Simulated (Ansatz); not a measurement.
# C3H11InSi: how energies converge with the basis set

The task here is to estimate one member of a computed series from the others.

The runs use Ansatz 0.2.0, Gaussian basis; one geometry, several basis sets.

Levels to be run: PBE0-D4/def2-SVP; ωB97M-V/def2-SVP; PBE0-D4/def2-QZVPP; ωB97M-V/def2-QZVPP; the functionals' def2-TZVPP values are taken from earlier runs.

## The geometry

An earlier PBE0-D4 in a triple-zeta def2 set relaxation fixed the geometry. In takes the def2 core potential; no spin-orbit term is included.

SMILES `C[Si](C)(C)[InH2]`, 16 atoms, charge 0, spin multiplicity 1.

Atoms are counted from 1 here; the program's logs count them from 0.

Bond lengths: C1–Si2 1.883 Å, C1–H6 1.095 Å, C1–H7 1.093 Å, C1–H8 1.093 Å, Si2–C3 1.884 Å, Si2–C4 1.881 Å, Si2–In5 2.588 Å, C3–H9 1.093 Å, C3–H10 1.093 Å, C3–H11 1.095 Å, C4–H12 1.093 Å, C4–H13 1.095 Å, C4–H14 1.093 Å, In5–H15 1.740 Å, In5–H16 1.739 Å. Angles: Si2–C1–H6 110.2°, Si2–C1–H7 111.6°, Si2–C1–H8 111.4°, H6–C1–H7 107.7°, H6–C1–H8 108.0°, H7–C1–H8 107.8°, C1–Si2–C3 108.5°, C1–Si2–C4 108.9°, C1–Si2–In5 110.2°, C3–Si2–C4 108.7°, C3–Si2–In5 109.0°, C4–Si2–In5 111.4°, Si2–C3–H9 111.7°, Si2–C3–H10 111.5°, Si2–C3–H11 109.9°, H9–C3–H10 108.0°, H9–C3–H11 107.7°, H10–C3–H11 107.8° and more.

The first run:

in.yaml

```yaml
crystal:
  periodic: [false, false, false]
  atoms:
    - {symbol: C, position_ang: [-0.487970, 0.640390, -1.715106]}
    - {symbol: Si, position_ang: [0.011268, -0.027399, -0.027095]}
    - {symbol: C, position_ang: [1.763595, 0.552949, 0.352080]}
    - {symbol: C, position_ang: [-0.002411, -1.907275, -0.087161]}
    - {symbol: In, position_ang: [-1.587734, 0.872015, 1.797635]}
    - {symbol: H, position_ang: [0.212755, 0.292730, -2.481166]}
    - {symbol: H, position_ang: [-1.487609, 0.304320, -2.001872]}
    - {symbol: H, position_ang: [-0.485761, 1.732950, -1.727465]}
    - {symbol: H, position_ang: [2.117028, 0.171061, 1.313142]}
    - {symbol: H, position_ang: [1.828263, 1.643450, 0.378288]}
    - {symbol: H, position_ang: [2.451221, 0.194956, -0.421174]}
    - {symbol: H, position_ang: [-0.996976, -2.292005, -0.326076]}
    - {symbol: H, position_ang: [0.690896, -2.270723, -0.852511]}
    - {symbol: H, position_ang: [0.297836, -2.337527, 0.871347]}
    - {symbol: H, position_ang: [-2.028677, 2.552945, 1.891055]}
    - {symbol: H, position_ang: [-2.295734, -0.122828, 3.036077]}
basis:
  gaussian: {orbitals: def2-SVP}
hamiltonian: {xc: pbe0, dispersion: d4}
output: {orbitals: {seedname: orbitals}}
```

Run with:

```sh
ansatz run in.yaml --threads 4 --pin off --events-out ev --progress --plain --max-ram 11315MiB
```

Steps of the session up to this table: PBE0-D4 in def2-SVP; ωB97M-V in def2-SVP; PBE0-D4 in def2-QZVPP; ωB97M-V in def2-QZVPP.

One of the session's tables, all rows but one given; the rest of the session is left out.

It belongs to the step «Functionals by basis». 

| functional | basis | HOMO (eV) | LUMO (eV) |
| --- | --- | --- | --- |
| PBE0-D4 | def2-SVP | ? | ? |
| PBE0-D4 | def2-TZVPP | -6.62 | -1.86 |
| PBE0-D4 | def2-QZVPP | -6.63 | -1.87 |
| ωB97M-V | def2-SVP | -8.57 | -0.23 |
| ωB97M-V | def2-TZVPP | -8.62 | -0.38 |
| ωB97M-V | def2-QZVPP | -8.62 | -0.41 |

Q: Estimate the row for PBE0-D4, def2-SVP from the others.

As computed: HOMO (eV): -6.61; LUMO (eV): -1.80. In the column «HOMO (eV)» it is the highest.
